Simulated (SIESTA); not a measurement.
## In3SbTe4 under changes of volume

One of the cells (31.359 Å³/atom); the others are scaled copies at fixed shape and fractional positions:

```xyz
8
Lattice="-4.1701 4.1701 3.6066 4.1701 -4.1701 3.6066 4.1701 4.1701 -3.6066" Properties=species:S:1:pos:R:3 pbc="T T T"
Te    2.5775    1.5926    1.8033
Te    5.7627   -1.5926    1.8033
Te   -1.5926    2.5775    1.8033
Te    1.5926    5.7627    1.8033
Sb    0.0000    0.0000    0.0000
In    4.1701    0.0000    0.0000
In    0.0000    4.1701    0.0000
In    0.0000    0.0000    3.6066
```

The cell comes from a database or a generator and needn't be the stable form of this composition.

| Item | Value |
| --- | --- |
| Program | SIESTA 5.4.2 |
| Functional | LDA |
| Potentials or basis | PseudoDojo 0.4 standard (LDA files) |
| Basis | DZP (energy shift 0.003 Ry; two zetas on semicore shells) |
| Grid cutoff | 500 Ry |
| Energy shift | 0.003 Ry |
| k mesh | 4 × 4 × 4 |
| Occupations | fermi-dirac, width 0.05 eV |
| Spin | no spin polarisation |

```csv
volume (Å³/atom),energy over the lowest point (meV/atom),pressure (GPa),largest force (eV/Å)
29.477,0.00,-0.4,0.391
30.104,?,?,?
30.732,10.89,-2.3,0.165
31.359,21.36,-3.0,0.068
31.986,34.63,-3.7,0.020
32.613,50.39,-4.3,0.100
33.240,68.31,-4.8,0.172
```

Question: What does the run at 30.104 Å³/atom give?

Answer: Energy over the lowest point 3.62 meV/atom; pressure -1.4 GPa; largest force 0.274 eV/Å.

Worked out: A Birch-Murnaghan fit of order 3 (a polynomial in V^(-2/3)) to the other rows has its minimum at 29.23 Å³/atom, just outside them, with B0 = V·E''(V) = 52 GPa and B' = 5.0 at fixed shape and positions, which overstates the stiffness. It gives 3.62 meV/atom at 30.104 Å³/atom, against the run's 3.62, and -dE/dV = -1.4 GPa, against -1.4.

Energies are extrapolated to zero smearing.

Caveats: the basis of atomic orbitals isn't converged, which shifts pressures, moduli and gaps.
